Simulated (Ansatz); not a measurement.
**TaBO (quintet): energies up the ladder**

Wanted for TaBO (quintet): energies up the ladder. Spin multiplicity 5.

Program: Ansatz 0.2.0. Level of theory: the levels named in each step. These are calculated values, not measurements.

### 1 Starting point

Bond lengths: O1–B2 1.205 Å, B2–Ta3 2.116 Å. Angles: O1–B2–Ta3 180.0°.

As a file:

```xyz
3

O     0.0000    0.0000   -1.5086
B     0.0000    0.0000   -0.3037
Ta    0.0000    0.0000    1.8122
```

### 2 A rough first relaxation, PBE-D4/def2-SVPD

File input.yaml:

```yaml
crystal:
  periodic: [false, false, false]
  atoms:
    - { symbol: O, position_ang: [0.0, 0.0, -1.50859] }
    - { symbol: B, position_ang: [0.0, 0.0, -0.30366] }
    - { symbol: Ta, position_ang: [0.0, 0.0, 1.81225] }
magnetization:
  spin_polarized: true
  initial_magnetization: 4
basis:
  gaussian: { orbitals: def2-SVPD }
hamiltonian:
  xc: pbe
  dispersion: d4
relax:
  f_tol: 0.03
  max_steps: 200
```

Started as:

```sh
> ansatz run input.yaml --threads 4 --pin off --max-ram 10240MiB --backend cpu --events-out ev --progress --plain --runs-dir out
```

Further steps of the session: Relaxation, PBE0-D4/def2-TZVPPD; Frequencies, PBE0-D4/def2-TZVPPD; Single point, PBE-D4/def2-TZVPPD; Single point, r2SCAN-D4/def2-TZVPPD; Single point, B3LYP-D4/def2-TZVPPD; Single point, wB97M-V/def2-TZVPPD; Single point, B2PLYP/def2-TZVPPD; Single point, LDA/def2-TZVPPD; Single point, PBE0-D4/def2-SVPD; Single point, PBE-D4/def2-SVPD.

Q: Predict the outcome of this session. Wanted: O1–B2 at PBE0-D4/def2-TZVPPD; B2–Ta3 at PBE0-D4/def2-TZVPPD; frequencies at PBE0-D4/def2-TZVPPD; energy at PBE-D4/def2-SVPD.

**Answer**, as computed:

| quantity | value |
| --- | --- |
| O1–B2 at PBE0-D4/def2-TZVPPD | 1.215 Å |
| B2–Ta3 at PBE0-D4/def2-TZVPPD | 2.225 Å |
| frequencies at PBE0-D4/def2-TZVPPD | 262 to 1892 cm⁻¹ |
| energy at PBE-D4/def2-SVPD | -4267.450 eV |

No mode is imaginary, so the geometry is a minimum. These totals serve in differences with atoms or fragments at the same level; alone they don't rank the methods. Heavy atoms carry effective core potentials in def2 sets, and spin-orbit coupling is left out.
